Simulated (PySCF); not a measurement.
# C6H5F (fluorobenzene): the cost of one run

Computed with PySCF 2.14.0, with density-fitted response routines of our own, on a single molecule in the gas phase. Atoms count from 0, in the outputs and in this text.

### Step 1. Starting geometry

12 atoms, charge 0, multiplicity 1; geometry from: GFN2-xTB. The atoms were then displaced at random by about 0.01 Å, so the start is not that level's minimum.

Bonds of the start (Å): F0–C1 1.34, C1–C2 1.37, C2–C3 1.43, C3–C4 1.38, C4–C5 1.39, C5–C6 1.38, C6–C1 1.38, C2–H7 1.07, C3–H8 1.05, C4–H9 1.08, C5–H10 1.07, C6–H11 1.08.

### Step 2. Relaxing the molecule at PBE0-D3(BJ)/def2-SVP

The job: settings as JSON, then the geometry in Å.

```
{"job": {"xc": "PBE0", "basis": "def2-SVP", "d3": "d3bj", "grid": 1, "shake": 0.01, "kind": "geom"}, "charge": 0, "multiplicity": 1}
F     -2.234800    -1.490780     0.015870
C     -1.128240    -0.734010     0.002330
C      0.077390    -1.381860    -0.027700
C      1.286230    -0.615360    -0.029780
C      1.175360     0.758700    -0.020040
C     -0.058810     1.400780     0.011750
C     -1.210980     0.647700     0.021040
H      0.146350    -2.452070    -0.035530
H      2.212750    -1.102460    -0.025460
H      2.080770     1.350860    -0.003780
H     -0.120170     2.471070     0.035950
H     -2.186140     1.119160     0.046310
```

Started as:

```sh
OMP_NUM_THREADS=1 python probes_run.py task.json out
```

This one command runs all jobs of the session in turn.

**Question.** How long does this first job take on 1 thread of Arm Neoverse V1, shared host, and how much memory does it need?

About 36 s, with a peak of 0.52 GiB.
